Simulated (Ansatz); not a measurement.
# BAs: pressure up to the limit of the methods

The task here is to estimate one member of a computed series from the others.

Program: Ansatz 0.2.0. Level of theory: DFT, LDA, PAW with Ansatz's default frozen-core files, scalar-relativistic. These are calculated values, not measurements.

### The system as given

It takes space group F-43m (No. 216, cubic). The conventional cell has a = 4.812 Å, b = 4.812 Å, c = 4.812 Å, α = 90.00°, β = 90.00°, γ = 90.00°. Around B (site symmetry -43m) lie 4 As at 2.08 Å. As (site symmetry -43m) has 4 B at 2.08 Å as nearest neighbours.

Structure file:

```
CELL_PARAMETERS angstrom
0.00000 2.40620 2.40620
2.40620 0.00000 2.40620
2.40620 2.40620 0.00000
ATOMIC_POSITIONS crystal
B 0.00000 0.00000 0.00000
As 0.25000 0.25000 0.25000
```

Whether this phase is the stable one at these pressures isn't tested.

Atoms are numbered in the order of the input: B1, As2.

Set-up of the first run:

input.yaml

```yaml
crystal:
  lattice:
    - [0.0, 2.4061959241, 2.4061959241]
    - [2.4061959241, 0.0, 2.4061959241]
    - [2.4061959241, 2.4061959241, 0.0]
  atoms:
    - { symbol: B, position: [0.0, 0.0, 0.0] }
    - { symbol: As, position: [0.25, 0.25, 0.25] }
kpoints:
  mp_grid: { grid: [15, 15, 15] }
scf:
  occupations: { method: fermi_dirac, width: 0.05 }
hamiltonian:
  xc: lda
  pseudopotentials: { kind: paw }
output:
  forces: true
  stress: true
relax:
  f_tol: 0.005
  max_steps: 40
  cell: {}
```

Started as:

```
ansatz run input.yaml --threads 1 --pin off --max-ram 2048MiB --backend cpu --events-out ev --progress --plain --runs-dir out
```

Among the steps run: Cell relaxed at zero pressure, PAW; Volume scaled by 1, PAW; Volume scaled by 0.94, PAW; Volume scaled by 0.88, PAW; Volume scaled by 0.8, PAW; Volume scaled by 0.72, PAW; Volume scaled by 0.72, PAW (cutoff 1000 eV); Volume scaled by 0.64, PAW; Volume scaled by 0.55, PAW; Volume scaled by 0.55, PAW (partial_waves polarizable).

One of the session's tables, all rows but one given; the rest of the session is left out.

```
                         method  volume over the first  volume (Å³/atom)  pressure (GPa)  gap on the k mesh (eV)
                            PAW                      1            13.249           -0.04                    1.11
                            PAW                   0.94            12.455           10.27                    1.05
                            PAW                   0.88            11.660           24.25                    0.99
                            PAW                    0.8            10.600           51.09                    0.89
                            PAW                   0.72             9.540           92.27                    0.80
                            PAW                   0.64             8.480          157.08                    0.71
                            PAW                   0.55             7.287          280.47                    0.56
           PAW (cutoff 1000 eV)                   0.72                 ?               ?                       ?
PAW (partial_waves polarizable)                   0.55             7.287          280.47                    0.56
```

Q: Estimate the row for PAW (cutoff 1000 eV), 0.72 from the others.

As computed: volume (Å³/atom): 9.540; pressure (GPa): 92.25; gap on the k mesh (eV): 0.80.
